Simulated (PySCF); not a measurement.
**One shape, several levels: InSiNH6 (SMILES N[SiH2][InH2])**

We compute a comparison of 3 runs (HF/STO-3G, B2PLYP/def2-SVP, MP2/def2-SVPD) of InSiNH6. 

The results are computed with PySCF 2.14.0.

**1. The molecule**

InSiNH6: 9 atoms, total charge 0, spin state singlet. SMILES: `N[SiH2][InH2]`. The coordinates come from a PBE0-D4/def2-TZVP relaxation. This is one conformer, not always the lowest.

Bond lengths: N1–Si2 1.729 Å, Si2–In3 2.572 Å, N1–H4 1.007 Å, N1–H5 1.008 Å, Si2–H6 1.491 Å, Si2–H7 1.501 Å, In3–H8 1.735 Å, In3–H9 1.730 Å. Some angles: N1–Si2–In3 109.0°, N1–Si2–H6 107.5°, N1–Si2–H7 115.0°, In3–Si2–H6 111.6°, In3–Si2–H7 108.8°, Si2–N1–H4 119.3°, Si2–N1–H5 120.1°, Si2–In3–H8 120.6°, Si2–In3–H9 122.7°, H6–Si2–H7 104.9°.

**2. Energy and forces at HF/STO-3G (run 1)**

Input file run.py:

```python
# N[SiH2][InH2]
import pyscf.grad
from pyscf import gto, scf

mol = gto.M(
    atom='''
N   -0.891500   0.591400  -1.336400
Si   0.373800   0.744000  -0.168700
In   0.267200  -1.255400   1.446100
H   -1.095600  -0.314200  -1.726600
H   -1.035700   1.316000  -2.022500
H    0.170000   2.036500   0.545200
H    1.758900   0.832100  -0.740700
H   -0.551200  -2.716800   0.991900
H    1.004100  -1.233700   3.011600
''',
    max_memory=1860,
    verbose=3,
    basis='sto-3g',
    spin=0,
)

mf = scf.RHF(mol)
mf.conv_tol = 1e-10
mf.kernel()
if not mf.converged:
    mf = mf.newton().run(mf.mo_coeff, mf.mo_occ)

etot = mf.e_tot
print(f'total energy: {etot:.8f} hartree')
grad = mf.Gradients().kernel()
mf.analyze()
```

Command:

```console
$ OMP_NUM_THREADS=1 python run.py
```

The program printed:

```text
converged SCF energy = -6025.71156837212
[... 16 lines left out ...]
MO #7   energy= -27.6724683371474  occ= 2
[... 7 lines left out ...]
MO #15  energy= -16.5515746399794  occ= 2
[... 7 lines left out ...]
MO #23  energy= -3.02626128357442  occ= 2
[... 7 lines left out ...]
MO #31  energy= -0.528552321522677 occ= 2
[... 7 lines left out ...]
MO #39  energy= 0.202798248530074  occ= 0
[... 7 lines left out ...]
MO #47  energy= 0.799606102896232  occ= 0
[... 10 lines left out ...]
Dipole moment(X, Y, Z, Debye):  0.47842, -0.36306, -0.50729
```

Run time: 11 s. Hardware: 1 thread of Intel Xeon at 2.50GHz (Skylake/Cascade Lake), shared host; peak memory 0.12 GiB.

**3. The energy at B2PLYP/def2-SVP (core potential) (run 2)**

Input file mol.xyz:

```xyz
9
H6InNSi
N     -0.891500     0.591400    -1.336400
Si     0.373800     0.744000    -0.168700
In     0.267200    -1.255400     1.446100
H     -1.095600    -0.314200    -1.726600
H     -1.035700     1.316000    -2.022500
H      0.170000     2.036500     0.545200
H      1.758900     0.832100    -0.740700
H     -0.551200    -2.716800     0.991900
H      1.004100    -1.233700     3.011600
```

Input file input.py:

```python
# N[SiH2][InH2]
from pyscf import gto, dft, mp

mol = gto.Mole()
mol.atom = 'mol.xyz'
mol.ecp = {'In': 'def2-svp'}
mol.basis = 'def2-svp'
mol.max_memory = 1860
mol.verbose = 4
mol.build()

calc0 = dft.RKS(mol, xc='0.53*HF + 0.47*B88, 0.73*LYP')
calc0.conv_tol = 1e-10
calc0.grids.level = 5
calc0.kernel()
if not calc0.converged:
    calc0 = calc0.newton().run(calc0.mo_coeff, calc0.mo_occ)

pt = mp.MP2(calc0, frozen=10).run()
energy = calc0.e_tot + 0.27 * pt.e_corr
print('PT2 part  %.8f' % (0.27 * pt.e_corr))
print(f'total energy: {energy:.8f} hartree')
dip = calc0.dip_moment()
pop, q = calc0.mulliken_pop()
```

Command:

```console
$ OMP_NUM_THREADS=1 python input.py
```

The program printed:

```text
PySCF version 2.14.0

[... 83 lines left out ...]
converged SCF energy = -537.239411522068
[... 9 lines left out ...]
total energy: -537.36105727 hartree
Dipole moment(X, Y, Z, Debye): -0.28737,  0.04004, -1.41423
[... 98 lines left out ...]
charge of    8H =     -0.14116
```

Wall time 40 s (1 thread of Intel Xeon at 2.50GHz (Skylake/Cascade Lake), shared host); peak memory 0.45 GiB.

**4. Energy and gradient at MP2/def2-SVPD (core potential) (run 3)**

Input file run.py:

```python
import pyscf.grad
from pyscf import gto, scf, mp

system = gto.M(
    atom='''
N     -0.891500     0.591400    -1.336400
Si     0.373800     0.744000    -0.168700
In     0.267200    -1.255400     1.446100
H     -1.095600    -0.314200    -1.726600
H     -1.035700     1.316000    -2.022500
H      0.170000     2.036500     0.545200
H      1.758900     0.832100    -0.740700
H     -0.551200    -2.716800     0.991900
H      1.004100    -1.233700     3.011600
''',
    basis='def2-svpd',
    verbose=4,
    ecp={'In': 'def2-svp'},
    max_memory=1860,
    charge=0,
)

mf = scf.RHF(system)
mf.conv_tol = 1e-10
mf.kernel()
if not mf.converged:
    mf = mf.newton().run(mf.mo_coeff, mf.mo_occ)

pt = mp.MP2(mf, frozen=10).run()
e_tot = pt.e_tot
print(f'total energy: {e_tot:.8f} hartree')
grad = pt.Gradients().kernel()
mf.analyze()
```

Command:

```console
$ OMP_NUM_THREADS=1 python run.py
```

The program printed:

```text
PySCF version 2.14.0

[... 102 lines left out ...]
MO #9   energy= -3.63288928658545  occ= 2
[... 22 lines left out ...]
MO #32  energy= 0.133687065999241  occ= 0
[... 22 lines left out ...]
MO #55  energy= 0.41053692835469   occ= 0
[... 22 lines left out ...]
MO #78  energy= 0.775077531808434  occ= 0
[... 22 lines left out ...]
MO #101 energy= 1.98550756856874   occ= 0
[... 22 lines left out ...]
MO #124 energy= 61.6943985095631   occ= 0
[... 136 lines left out ...]
Dipole moment(X, Y, Z, Debye): -0.17622,  0.17664, -1.42895
```

It took 97 s on 1 thread of Intel Xeon at 2.50GHz (Skylake/Cascade Lake), shared host; peak memory 2 GiB.

**5. All runs side by side**

| run | level | task | core potential | energy (Eh) | dipole moment (D) of the reference | HOMO energy (eV) | LUMO energy (eV) | wall time |
| --- | --- | --- | --- | --- | --- | --- | --- | --- |
| 1 | HF/STO-3G | gradient | – | -6025.711568 | 0.79 | -6.94 | 5.52 | 11 s |
| 2 | B2PLYP/def2-SVP (core potential) | energy | def2-svp | -537.361057 | 1.44 | -7.79 | -0.97 | 40 s |
| 3 | MP2/def2-SVPD (core potential) | gradient | def2-svp | -536.337066 | 1.45 | -9.41 | 0.62 | 97 s |

**6. Outcome**

```
                                           quantity          value
                                run 3: total energy  -536.33707 Eh
        run 3: dipole moment (Hartree–Fock density)         1.45 D
         run 3: HOMO energy (Hartree–Fock orbitals)       -9.41 eV
         run 3: LUMO energy (Hartree–Fock orbitals)        0.62 eV
       run 3: HOMO–LUMO gap (Hartree–Fock orbitals)       10.04 eV
run 3: correlation energy (10 core orbitals frozen)     -389.0 mEh
                    run 3: largest force on an atom     0.879 eV/Å
```

What this shows: Some runs of one species differ in core potentials or relativity; totals across that change don't compare. In run 1 the basis is minimal, so the values are rough. In run 1 relativity is left out where basis or elements ask for it. All runs together took 2.5 min, the longest 97 s.
